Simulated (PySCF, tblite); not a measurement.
**C5H11Se radical: geometry, infrared bands and EPR parameters**

What infrared bands and EPR parameters should C5H11Se radical (`[CH2][Se]C(C)(C)C`) show?

Programs: tblite 0.8.0 and PySCF 2.14.0, with density-fitted response routines of our own. Each step states its level of theory. These are calculated values for one molecule in the gas phase, unless marked as measured. Atoms count from 0, in the outputs and in this text.

## 1. The molecule as given

17 atoms, charge 0, multiplicity 2; geometry from: force field or distance geometry start.

Bonds of the start (Å): C0–Se1 1.94, Se1–C2 1.92, C2–C3 1.54, C2–C4 1.50, C2–C5 1.50, C0–H6 1.10, C0–H7 1.10, C3–H8 1.10, C3–H9 1.13, C3–H10 1.09, C4–H11 1.10, C4–H12 1.10, C4–H13 1.11, C5–H14 1.12, C5–H15 1.12, C5–H16 1.12.

## 2. Optimising the geometry with GFN2-xTB

Job settings and geometry (Å):

```
{"job": {"kind": "relax", "xc": "GFN2-xTB", "basis": "xTB"}, "charge": 0, "multiplicity": 2}
C      2.926500    -0.440800    -0.284300
Se     1.495800     0.819200    -0.651200
C     -0.240300     0.197700    -0.131200
C     -1.091500     1.457500     0.098900
C     -0.968800    -0.593500    -1.178000
C     -0.290300    -0.597900     1.135500
H      3.910900     0.021100    -0.153400
H      2.671900    -1.204500     0.462100
H     -0.565300     2.069700     0.845500
H     -2.061600     1.068400     0.531200
H     -1.232200     1.920300    -0.880200
H     -1.069200     0.000500    -2.103600
H     -0.543400    -1.596600    -1.346000
H     -1.997600    -0.783300    -0.801700
H     -0.383100     0.106100     2.001800
H     -1.210000    -1.229100     1.188300
H      0.641300    -1.202700     1.256300
```

The run is started by

```sh
$ OMP_NUM_THREADS=1 python probes_run.py task.json out
```

One launch serves the whole session: the jobs run in the order shown.

What it wrote:

```text
step      E/eV     max force
  0    -527.51137    2.506
  1    -527.77285    1.410
  2    -527.90828    0.587
  3    -527.94062    0.470
  4    -527.98880    0.579
  5    -528.01501    0.543
  6    -528.03827    0.396
  7    -528.05433    0.379
  8    -528.06944    0.368
  9    -528.08088    0.271
 10    -528.09032    0.258
 11    -528.09920    0.261
 12    -528.11013    0.309
 13    -528.12210    0.328
 14    -528.13097    0.211
 15    -528.13596    0.158
 16    -528.13932    0.132
 17    -528.14279    0.171
 18    -528.14658    0.169
 19    -528.15068    0.145
 20    -528.15611    0.218
 21    -528.16523    0.264
 22    -528.17931    0.323
 23    -528.19188    0.317
 24    -528.20225    0.248
 25    -528.20823    0.199
 26    -528.21349    0.206
 27    -528.21950    0.266
 28    -528.22782    0.287
 29    -528.23652    0.269
 30    -528.24449    0.245
 31    -528.25072    0.243
 32    -528.25729    0.256
 33    -528.26200    0.203
 34    -528.26563    0.133
 35    -528.26747    0.145
 36    -528.27075    0.180
 37    -528.27449    0.191
 38    -528.27929    0.225
 39    -528.28259    0.139
 40    -528.28439    0.093
 41    -528.28568    0.103
 42    -528.28701    0.130
 43    -528.28827    0.106
 44    -528.28897    0.044
 45    -528.28926    0.039
 46    -528.28948    0.040
 47    -528.28978    0.053
 48    -528.29010    0.042
 49    -528.29040    0.041
 50    -528.29069    0.045
 51    -528.29103    0.046
 52    -528.29147    0.064
 53    -528.29199    0.068
 54    -528.29252    0.053
 55    -528.29302    0.050
 56    -528.29344    0.050
 57    -528.29379    0.042
 58    -528.29411    0.041
 59    -528.29445    0.049
 60    -528.29479    0.056
 61    -528.29516    0.051
 62    -528.29556    0.049
 63    -528.29603    0.051
 64    -528.29654    0.050
 65    -528.29698    0.038
 66    -528.29730    0.035
 67    -528.29756    0.045
 68    -528.29776    0.032
 69    -528.29794    0.030
 70    -528.29813    0.031
 71    -528.29835    0.037
 72    -528.29858    0.043
 73    -528.29885    0.044
 74    -528.29918    0.046
 75    -528.29956    0.048
 76    -528.29999    0.046
 77    -528.30047    0.050
 78    -528.30099    0.045
 79    -528.30150    0.043
 80    -528.30190    0.032
 81    -528.30212    0.033
 82    -528.30228    0.045
 83    -528.30244    0.037
 84    -528.30275    0.030
 85    -528.30295    0.036
 86    -528.30315    0.041
 87    -528.30338    0.039
 88    -528.30382    0.041
 89    -528.30429    0.042
 90    -528.30457    0.026
 91    -528.30468    0.022
 92    -528.30475    0.022
 93    -528.30483    0.025
 94    -528.30494    0.032
 95    -528.30507    0.029
 96    -528.30521    0.033
 97    -528.30535    0.030
 98    -528.30556    0.038
 99    -528.30580    0.043
100    -528.30607    0.036
101    -528.30627    0.032
102    -528.30638    0.026
103    -528.30645    0.023
104    -528.30652    0.018
105    -528.30659    0.015
106    -528.30665    0.016
107    -528.30672    0.022
108    -528.30679    0.023
109    -528.30684    0.021
110    -528.30690    0.020
111    -528.30696    0.022
112    -528.30703    0.031
113    -528.30709    0.026
114    -528.30713    0.012
115    -528.30715    0.008
```

Wall time 0.69 s (1 thread of Arm Neoverse V1, shared host).

Along the way: (not every step is listed)

```csv
step,energy from step 0 (eV),largest force (eV/Å)
0,0.0000,2.5058
1,-0.2615,1.4100
2,-0.3969,0.5873
3,-0.4292,0.4702
4,-0.4774,0.5785
5,-0.5036,0.5432
6,-0.5269,0.3965
7,-0.5430,0.3791
8,-0.5581,0.3681
18,-0.6352,0.1692
28,-0.7164,0.2874
38,-0.7679,0.2253
48,-0.7787,0.0424
58,-0.7827,0.0411
68,-0.7864,0.0323
78,-0.7896,0.0450
88,-0.7924,0.0413
98,-0.7942,0.0377
108,-0.7954,0.0235
110,-0.7955,0.0199
111,-0.7956,0.0217
112,-0.7957,0.0310
113,-0.7957,0.0265
114,-0.7958,0.0119
115,-0.7958,0.0083
```

Distances of close pairs at the start and the end, largest changes first:

```csv
bond,before (Å),after (Å),change (Å)
Se1–C2,1.916,2.038,+0.123
C0–Se1,1.941,1.826,-0.116
C3–H9,1.131,1.089,-0.042
C5–H14,1.120,1.089,-0.031
C5–H16,1.117,1.088,-0.029
C5–H15,1.117,1.089,-0.027
C2–C5,1.497,1.520,+0.023
C4–H13,1.112,1.089,-0.022
```

The next job starts from the end point, and lists it.

## 3. Vibrational analysis with GFN2-xTB

Job settings and geometry (Å):

```
{"job": {"kind": "ir", "xc": "GFN2-xTB", "basis": "xTB"}, "charge": 0, "multiplicity": 2}
C      2.540679    -0.492678    -0.503423
Se     1.563989     1.028735    -0.249379
C     -0.301846     0.260446     0.039964
C     -1.234071     1.461328     0.109748
C     -0.628353    -0.629331    -1.146983
C     -0.319058    -0.517871     1.345300
H      3.562407    -0.331695    -0.801453
H      2.344906    -1.347662     0.122125
H     -0.961047     2.113395     0.938259
H     -2.260624     1.128515     0.257074
H     -1.187154     2.039308    -0.812072
H     -0.631554    -0.051880    -2.070162
H      0.107041    -1.426120    -1.242729
H     -1.612116    -1.078457    -1.015688
H     -0.022969     0.119488     2.177288
H     -1.322997    -0.893445     1.539978
H      0.355768    -1.370046     1.302245
```

What it wrote:

```text
mode    cm-1     km/mol
  1      67.4      0.19
  2     177.1      0.37
  3     187.3      0.07
  4     218.4      0.87
  5     227.3      0.51
  6     240.8      3.76
  7     257.3      1.45
  8     271.0      2.41
  9     285.9      2.65
 10     384.7      0.35
 11     391.2      0.75
 12     496.3      1.28
 13     551.2     55.46
 14     727.7     10.75
 15     834.7      1.09
 16     840.5     10.57
 17     959.6      0.05
 18     960.4      0.36
 19     963.4      0.05
 20    1021.3      0.26
 21    1027.3      1.51
 22    1158.2     98.85
 23    1238.4     11.36
 24    1240.6     12.26
 25    1331.3     14.95
 26    1400.8     13.16
 27    1403.5     10.53
 28    1421.3      2.78
 29    1475.7      0.28
 30    1480.4      0.23
 31    1482.3      0.11
 32    1490.2      4.61
 33    1495.6      4.32
 34    1499.8      4.89
 35    3005.1      0.45
 36    3007.6     11.53
 37    3013.1      7.20
 38    3014.2    115.05
 39    3018.8     10.04
 40    3020.5     31.21
 41    3023.0     20.74
 42    3026.5     17.19
 43    3032.7     22.15
 44    3055.6     18.82
 45    3108.7     21.74
```

Run time: 0.5 s. Hardware: 1 thread of Arm Neoverse V1, shared host.

Which atoms move in the most intense modes:

```csv
cm⁻¹,km/mol,atoms
551,55.5,"H7 44 %, H6 33 %, C0 21 %"
1158,98.8,"C2 30 %, H9 11 %, H15 10 %, H13 10 %"
3014,115.0,"H9 47 %, H13 17 %, H15 13 %"
3020,31.2,"H8 32 %, H12 21 %, H11 20 %, H14 12 %"
3023,20.7,"H10 40 %, H11 24 %, H8 16 %, H9 10 %"
3033,22.1,H16 80 %
3056,18.8,"H7 74 %, H6 21 %"
3109,21.7,"H6 72 %, H7 18 %"
```

## 4. g tensor and hyperfine couplings: B3LYP/def2-TZVP-core+pcH-1

Same as in step 3 but for these lines:

```diff
@@ -1,2 +1,2 @@
-{"job": {"kind": "ir", "xc": "GFN2-xTB", "basis": "xTB"}, "charge": 0, "multiplicity": 2}
+{"job": {"kind": "epr", "basis": "pcH-1"}, "charge": 0, "multiplicity": 2}
 C      2.540679    -0.492678    -0.503423
```

With the program's defaults for keys left out, this is: UKS B3LYP, def2-TZVP-core on Se, pcH-1 on C H, non-relativistic, mean-field spin-orbit, GIAO.

What it wrote:

```text
UKS, coarse grid
  cycle   1  E = -2598.62839576  |g| = 1.49e+00
  cycle   2  E = -2598.56630134  |g| = 7.80e-01
  cycle   3  E = -2598.61949008  |g| = 5.17e-01
  cycle   4  E = -2598.72103367  |g| = 1.31e-01
  cycle   5  E = -2598.73060378  |g| = 2.29e-02
  cycle   6  E = -2598.73084065  |g| = 1.38e-02
  cycle   7  E = -2598.73094812  |g| = 5.29e-03
  cycle   8  E = -2598.73096711  |g| = 1.96e-03
  cycle   9  E = -2598.73096849  |g| = 5.12e-04
UKS, final grid
  cycle   1  E = -2598.73097151  |g| = 3.78e-04
  cycle   2  E = -2598.73097141  |g| = 5.90e-04
  cycle   3  E = -2598.73097159  |g| = 7.42e-05
  cycle   4  E = -2598.73097160  |g| = 3.97e-05
  cycle   5  E = -2598.73097160  |g| = 1.37e-05
E = -2598.73097160 Eh   <S^2> = 0.7553 (exact 0.7500)
g shifts (ppm)      1          2          3
  rmc          -170       -170       -170
  gc              9         42         27
  oz_so        -862       5459      28802
  total       -1020       5331      28664
hyperfine (MHz)  atom isotope    a_iso     a_fc   dipolar eigenvalues
    0   13C     155.17     153.30    -66.35    -65.12    131.47
    1  77Se      -9.85       3.77   -130.23   -104.47    234.70
    2   13C       6.68       6.58     -1.81     -1.55      3.36
    3   13C      -1.15      -1.15     -0.51     -0.10      0.61
    4   13C      -1.09      -1.10     -1.59     -0.14      1.73
    5   13C       1.83       1.85     -0.62     -0.11      0.73
    6    1H     -45.01     -45.50    -30.53     -2.78     33.31
    7    1H     -12.92     -13.34    -30.26     -2.42     32.68
    8    1H      -0.45      -0.46     -1.59     -1.02      2.61
    9    1H       0.22       0.22     -0.95     -0.58      1.53
   10    1H       0.29       0.27     -1.28     -1.18      2.46
   11    1H       0.74       0.74     -1.79     -1.24      3.02
   12    1H      -0.93      -0.96     -4.65     -2.91      7.56
   13    1H       1.66       1.66     -1.60     -0.82      2.43
   14    1H      -0.33      -0.32     -1.70     -1.30      3.00
   15    1H      -1.40      -1.40     -0.98     -0.82      1.79
   16    1H      -0.19      -0.21     -2.22     -1.78      3.99
```

Run time: 3.2 min. Hardware: 1 thread of Arm Neoverse V1, shared host; peak memory 1.3 GiB.

Principal g values 2.00130, 2.00765, 2.03098; g(iso) = 2.01331, against 2.00232 for a free electron.

Mean a(iso) over the nuclei that a row names, and the largest dipolar term of the row (other rows stand at the frozen geometry):

```csv
nuclei,isotope,a(iso) (MHz),"a(iso) (G, at g = 2.0023)",largest dipolar term (MHz)
C0,13C,155.2,55.4,131.5
"H6, H7",1H,-29.0,-10.3,33.3
Se1,77Se,-9.9,-3.5,234.7
C2,13C,6.7,2.4,3.4
"C3, C4, C5",13C,-0.1,0.0,1.7
"H8, H9, H10, H11, H12 and 4 more",1H,0.0,0.0,7.6
```

Mulliken spin populations:

C0 0.84; Se1 0.19; C2 0.01; C3 0.00; C4 0.01; C5 0.00; H6 -0.03; H7 -0.02; H8 0.00; H9 0.00; H10 0.00; H11 0.00; H12 0.00; H13 0.00; H14 0.00; H15 0.00; H16 0.00

In first order the couplings over 0.8 MHz of 1H give 3 distinct lines over 20.7 G, if the averaged nuclei exchange fast.

Orbitals, density, ELF and potential are computed afterwards from the orbital file.

ELF in a plane through or near 4 of the atoms.

Values, 10 rows by 14 columns:
```
0.00 0.00 0.00 0.00 0.00 0.00 0.00 0.00 0.00 0.00 0.00 0.00 0.00 0.00
0.00 0.00 0.00 0.00 0.00 0.00 0.01 0.10 0.03 0.00 0.00 0.00 0.00 0.00
0.00 0.00 0.00 0.00 0.00 0.00 0.23 0.99 0.83 0.02 0.00 0.00 0.00 0.00
0.00 0.00 0.00 0.13 0.12 0.01 0.15 0.96 0.50 0.01 0.01 0.00 0.00 0.00
0.00 0.00 0.04 0.49 0.81 0.12 0.10 0.70 0.17 0.31 0.61 0.10 0.00 0.00
0.00 0.01 0.55 0.77 0.38 0.61 0.59 0.26 0.91 0.86 0.99 0.56 0.00 0.00
0.00 0.00 0.26 0.66 0.78 0.35 0.14 0.13 0.15 0.49 0.20 0.03 0.00 0.00
0.00 0.00 0.00 0.08 0.10 0.03 0.02 0.52 0.02 0.07 0.02 0.00 0.00 0.00
0.00 0.00 0.00 0.00 0.00 0.00 0.00 0.08 0.01 0.00 0.00 0.00 0.00 0.00
0.00 0.00 0.00 0.00 0.00 0.00 0.00 0.00 0.00 0.00 0.00 0.00 0.00 0.00
```
The map spans 12.2 Å across and 9.4 Å up, centred on the molecule. Atoms in the plane (x, y in Å): C0 (-2.6, -0.2), C2 (0.4, 0.0), H9 (2.5, -0.1), H14 (0.4, 2.1).

On the surface of density 0.002 e/bohr³ the electrostatic potential runs, from the 1st to the 99th percentile, from -0.83 V near C0 to 0.79 V near H7.

The spin density lies nearest to C0 54 %; Se1 25 %; H6, H7 about 8 % each.

## 5. Outcome

| quantity | value |
| --- | --- |
| strongest single infrared mode (GFN2-xTB) | 3014 cm⁻¹, 115 km/mol |
| zero-point energy (GFN2-xTB) | 89.4 kcal/mol |
| g(iso) (B3LYP) | 2.01331 |
| ⟨S²⟩ | 0.755 (exact 0.75) |
| largest a(iso) (averaged by class) | 13C on C0, 155.2 MHz |
| surface potential, 1st and 99th percentile | -0.83 V and 0.79 V |

The optimisation took 115 steps and gained 0.796 eV; among the close pairs (by a distance rule), Se1–C2 changed most, from 1.916 to 2.038 Å. No mode is imaginary among the 45: a minimum at this level. Unscaled tight-binding wavenumbers are off by several per cent, some by more. Its intensities can rank the bands wrongly. Most of the unpaired spin sits on C0 (0.84 e). The isotropic g lies 11.0 ppt above the free-electron value. The hyperfine terms hold no scalar relativity, which the heavier nuclei need.
